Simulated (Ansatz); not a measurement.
# KB3H8: the cost of one run

Method: DFT, PBE, plane-wave PAW, default files, scalar-relativistic, as far as a step names no other, in Ansatz 0.2.0.

## Step 1: The system as given

It takes space group P2_1/m (No. 11, monoclinic). The conventional cell has a = 5.323 Å, b = 8.128 Å, c = 5.573 Å, α = 90.00°, β = 94.63°, γ = 90.00°. K (site symmetry m) has 14 H at 2.79 to 3.18 Å as nearest neighbours. B (site symmetry 1) is surrounded by 3 H at 1.21 to 1.27 Å. B (site symmetry m) has 2 H at 1.21 Å as nearest neighbours. H (site symmetry 1) has 1 B at 1.27 Å as nearest neighbours. Around H (site symmetry 1) lie 1 B at 1.21 Å. H (site symmetry m) has 1 B at 1.21 Å as nearest neighbours.

Coordinates:

```xyz
24
Lattice="5.3230 0.0000 0.0000 0.0000 8.1280 0.0000 -0.4496 0.0000 5.5550" Properties=species:S:1:pos:R:3 pbc="T T T"
K     0.8085    6.0960    4.9752
K     4.0648    2.0320    0.5798
B     0.7763    1.1358    4.2750
B     4.0971    5.1997    1.2801
B     4.0971    6.9922    1.2801
B     0.7763    2.9282    4.2750
B     1.7075    2.0320    3.0603
B     3.1659    6.0960    2.4947
H     1.4558    0.6184    3.3389
H     3.4175    4.6824    2.2162
H     3.4175    7.5095    2.2162
H     1.4558    3.4455    3.3389
H     1.3052    0.7133    5.2792
H     3.5681    4.7773    0.2758
H     3.5681    7.4147    0.2758
H     1.3052    3.3507    5.2792
H    -0.3341    0.7039    4.0522
H     5.2074    4.7679    1.5028
H     5.2074    7.4241    1.5028
H    -0.3341    3.3601    4.0522
H     1.3309    2.0320    1.9118
H     3.5424    6.0960    3.6433
H     2.9118    2.0320    3.1913
H     1.9616    6.0960    2.3637
```

The earlier run gave: gap on the mesh 5.99 eV, largest force 0.023 eV/Å, pressure 0.6 GPa.

Site by site (atoms counted from 1):

| site | atoms | first shell | V_zz (10²¹ V/m²) | η | C_Q (MHz) |
| --- | --- | --- | --- | --- | --- |
| K | 1, 2 | 16 H at 2.79–3.40 Å; also 4 B at 3.23–3.24 Å | 0.92 | 0.29 | 1.35 (³⁹K) |
| B3 | 3, 4, 5, 6 | 3 H at 1.21–1.27 Å, 2 B at 1.77–1.79 Å; also 2 K at 3.23–3.24 Å | 0.97 | 0.69 | 0.952 (¹¹B) |
| B7 | 7, 8 | 4 H at 1.21–1.46 Å, 2 B at 1.77 Å | 2.13 | 0.57 | 2.09 (¹¹B) |
| H9 | 9, 10, 11, 12 | 2 B at 1.27–1.46 Å, angle 81° | 1.24 | 0.75 | 0.085 (²H) |
| H13 | 13, 14, 15, 16 | 1 B at 1.21 Å | 1.87 | 0.06 | 0.129 (²H) |
| H17 | 17, 18, 19, 20 | 1 B at 1.21 Å | 1.85 | 0.03 | 0.128 (²H) |
| H21 | 21, 22 | 1 B at 1.21 Å | 1.88 | 0.01 | 0.130 (²H) |
| H23 | 23, 24 | 1 B at 1.21 Å | 1.83 | 0.02 | 0.126 (²H) |

C_Q = eQV_zz/h, which is 24.18 MHz for Q = 1 b and V_zz = 10²¹ V/m²; η = (V_xx − V_yy)/V_zz. Nuclear quadrupole moments: year-2017 set (Pyykkö).

## Step 2: Settings changed: scf.mixing.preconditioner = kerker

File input.yaml:

```yaml
crystal:
  lattice:
    - [5.32299, 0.0, 0.0]
    - [0.0, 8.12797, 0.0]
    - [-0.4496293076, 0.0, 5.5550129431]
  atoms:
    - { symbol: K, position: [0.2275437893, 0.75, 0.8956205211] }
    - { symbol: K, position: [0.7724562107, 0.25, 0.1043794789] }
    - { symbol: B, position: [0.210840871, 0.1397351034, 0.7695678078] }
    - { symbol: B, position: [0.789159129, 0.6397351034, 0.2304321922] }
    - { symbol: B, position: [0.789159129, 0.8602648966, 0.2304321922] }
    - { symbol: B, position: [0.210840871, 0.3602648966, 0.7695678078] }
    - { symbol: B, position: [0.3673106495, 0.25, 0.5509052112] }
    - { symbol: B, position: [0.6326893505, 0.75, 0.4490947888] }
    - { symbol: H, position: [0.3242657942, 0.0760880868, 0.6010519809] }
    - { symbol: H, position: [0.6757342058, 0.5760880868, 0.3989480191] }
    - { symbol: H, position: [0.6757342058, 0.9239119132, 0.3989480191] }
    - { symbol: H, position: [0.3242657942, 0.4239119132, 0.6010519809] }
    - { symbol: H, position: [0.3254806762, 0.0877589038, 0.9503483509] }
    - { symbol: H, position: [0.6745193238, 0.5877589038, 0.0496516491] }
    - { symbol: H, position: [0.6745193238, 0.9122410962, 0.0496516491] }
    - { symbol: H, position: [0.3254806762, 0.4122410962, 0.9503483509] }
    - { symbol: H, position: [-0.0011386097, 0.0865990758, 0.7294660814] }
    - { symbol: H, position: [1.0011386097, 0.5865990758, 0.2705339186] }
    - { symbol: H, position: [1.0011386097, 0.9134009242, 0.2705339186] }
    - { symbol: H, position: [-0.0011386097, 0.4134009242, 0.7294660814] }
    - { symbol: H, position: [0.2791022246, 0.25, 0.3441504834] }
    - { symbol: H, position: [0.7208977754, 0.75, 0.6558495166] }
    - { symbol: H, position: [0.5955500371, 0.25, 0.574489955] }
    - { symbol: H, position: [0.4044499629, 0.75, 0.425510045] }
kpoints:
  mp_grid: { grid: [5, 4, 5] }
scf:
  occupations: { method: fermi_dirac, width: 0.05 }
  mixing: { preconditioner: kerker }
hamiltonian:
  xc: pbe
  pseudopotentials: { kind: paw }
output:
  forces: true
  stress: true
  populations: true
  efg:
    quadrupole_moments_barn: { K: 0.0603, B: 0.04059, H: 0.00285783 }
    contact_densities: true
```

Launch:

```
$ ansatz run input.yaml --threads 1 --pin off --max-ram 2560MiB --backend cpu --events-out ev --progress --plain --runs-dir out
```

Q: Estimate wall time and peak memory on 1 thread of Intel Xeon 6975P-C (Granite Rapids), shared host.

About 20 s, with a peak of 0.71 GiB.
